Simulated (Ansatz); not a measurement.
# Hg3Pd, space group Pm-3m: a single point from an input typed as a dict

Run with Ansatz 0.2.0, Python API.

`deck_hg3pd.py`
```python
from collections import Counter
import warnings

import ansatz as az
import numpy as np


def main() -> None:
    warnings.simplefilter("ignore", az.DeckWarning)

    config = {
        "crystal": {
            "lattice": [[4.36495, 0.0, 0.0], [0.0, 4.36495, 0.0], [0.0, 0.0, 4.36495]],
            "atoms": [
                {"symbol": "Hg", "position": [0.5, 0.0, 0.5]},
                {"symbol": "Hg", "position": [0.0, 0.5, 0.5]},
                {"symbol": "Hg", "position": [0.5, 0.5, 0.0]},
                {"symbol": "Pd", "position": [0.0, 0.0, 0.0]},
            ],
        },
        "kpoints": {"mp_grid": {"grid": [5, 5, 5]}},
        "hamiltonian": {"xc": "r2scan"},
        "scf": {"occupations": {"method": "fermi_dirac", "width": 0.15}},
        "output": {"forces": True, "stress": True},
        "basis": {"xc_grid": 4},
    }

    planned = az.Session.from_dict(config).plan(threads=1, pin="off")
    result = planned.execute()
    r = result.report

    print("%-22s %14.5f eV" % ("F = E - TS", r["free_energy_ev"]))
    print("%-22s %14.5f eV" % ("E", r["internal_energy_ev"]))
    print("%-22s %14.5f eV" % ("Harris-Foulkes", r["harris_foulkes_ev"]))
    print("%-22s %14.5f eV" % ("Fermi level", r["fermi_energy_ev"]))

    print("forces (eV/A)")
    for site, force in zip(result.lattice.sites, r["forces_ev_ang"]):
        print(f"  {site.symbol:2s} {force[0]:9.4f} {force[1]:9.4f} {force[2]:9.4f}")

    sigma = r["stress_gpa"]
    voigt = [sigma[0][0], sigma[1][1], sigma[2][2], sigma[1][2], sigma[0][2], sigma[0][1]]
    print("stress xx yy zz yz xz xy (GPa, compression positive):", " ".join(f"{s:.3f}" for s in voigt))
    print("P =", round(10 * float(np.mean(voigt[:3])), 2), "kbar")

    told = Counter((n["data"]["severity"], n["data"]["kind"]) for n in result.notices if n["event"] == "notice")
    for (severity, kind), count in sorted(told.items()):
        print(f"{severity:8s} {kind} x{count}")

    terms = r["components"]
    print({name: round(terms[name], 3) for name in ("e_kinetic", "e_hartree", "e_xc", "e_local", "e_nonlocal", "e_ewald", "e_paw") if name in terms})


if __name__ == "__main__":
    main()
```

`python deck_hg3pd.py` gives:
```text
F = E - TS               -48469.15596 eV
E                        -48469.00312 eV
Harris-Foulkes           -48469.15596 eV
Fermi level                  16.35206 eV
forces (eV/A)
  Hg    0.0000   -0.0000   -0.0000
  Hg    0.0000   -0.0000   -0.0000
  Hg    0.0000   -0.0000   -0.0000
  Pd   -0.0000    0.0000    0.0000
stress xx yy zz yz xz xy (GPa, compression positive): -2.672 -2.672 -2.672 0.000 0.000 0.000
P = -26.72 kbar
audit    band_cg_iterations x1
audit    preconditioner_resolved x1
{'e_kinetic': 2327.852, 'e_hartree': 3878.457, 'e_xc': -784.566, 'e_local': -9129.713, 'e_nonlocal': 440.883, 'e_ewald': -11513.811, 'e_paw': -33687.208}
```

Reading the output:
- The settings weren't tested for convergence.
- No spin polarisation was allowed.
- The energy terms are those on the plane-wave grid, with the one-centre PAW part apart; the terms shown are only some of the summands, so they needn't add up to F.
- For a metal this k-point mesh is coarse: on a finer one energies can move by several to tens of meV an atom and pressures by half a GPa or more, differences at one mesh by less.
- The zero of the levels is a convention of the potentials, so an absolute Fermi energy is no work function.
- The smearing is wide enough that free energy and stress hold a thermal part of the electrons.
- Spin-orbit coupling, which matters for elements this heavy, is left out.
- This cell is a computed structure, which may not be the phase found in nature.
- Hardware and time: 6.4 s on 1 thread of Arm Neoverse V1, with other jobs on the host, peak memory 0.54 GiB.
